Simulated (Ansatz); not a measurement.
The system is HfIn4SiO6.

```xyz
12
Lattice="2.7160 -4.7033 0.0045 2.7160 4.7033 0.0045 -1.8631 0.0000 7.4041" Properties=species:S:1:pos:R:3 pbc="T T T"
Hf    2.7160    2.7768    0.0045
In    1.7845    1.2098    3.7066
In    2.7160   -0.3586    0.0045
In    1.7845    4.3741    3.7066
In    1.7845   -1.9666    3.7066
Si    2.7160   -3.4942    0.0045
O    -1.1351   -0.1798    6.4177
O     4.7040   -0.1798    0.9954
O     1.6933   -2.1708    6.4226
O     1.8757   -2.1708    0.9906
O     1.5632    1.2736    0.9906
O     2.0058    1.2736    6.4226
```

The cell was built by a generator and needn't be a form met in nature.

- Program: Ansatz 0.2.0
- Task: relaxation of cell and atoms
- Functional: r2SCAN
- Dispersion: D4
- Potentials or basis: Ansatz PAW
- Cutoff: 500 eV (not typed: the program's choice for these potentials)
- k mesh: 4 × 4 × 3
- Occupations: fermi-dirac, width 0.05 eV
- Spin: no spin polarisation

At the start: volume 15.77 Å³/atom.

Question: How do energy, volume and symmetry change on relaxing?

Answer: It ends after 6 steps and the volume is 14.98 Å³/atom (-5.0 %); space group C2 (No. 5, to 0.05 Å).

The path:
```csv
step,energy change (eV),largest force (eV/Å),volume (Å³)
1,0.0000,0.3160,189.25
2,-0.0901,0.4898,175.55
3,-0.1502,0.2231,180.14
4,-0.1579,0.0463,180.01
5,-0.1585,0.0086,179.70
6,-0.1551,0.0087,179.70
```

Final structure:
```
Hf In Si O
1.0
     2.67807   -4.63894    0.00489
     2.67807    4.63894    0.00489
    -1.83565    0.00000    7.22910
Hf In Si O
1 4 1 6
Direct
  0.20486 0.79514 0.00000
  0.37191 0.62809 0.50000
  0.53825 0.46175 0.00000
  0.03533 0.96467 0.50000
  0.70761 0.29239 0.50000
  0.87154 0.12846 0.00000
  0.10696 0.06953 0.86484
  0.93047 0.89304 0.13516
  0.83838 0.37673 0.86495
  0.62327 0.16162 0.13505
  0.19900 0.46874 0.13513
  0.53126 0.80100 0.86487
```

Caveat: the plane-wave basis is chosen anew once the cell has moved, so the energies of steps on either side of that aren't comparable; pairwise dispersion overbinds metals, which lowers pressure and volume; the PAW data sets come from PBE, with cores solved anew for the run's functional, which leaves a small shift of forces and pressure.
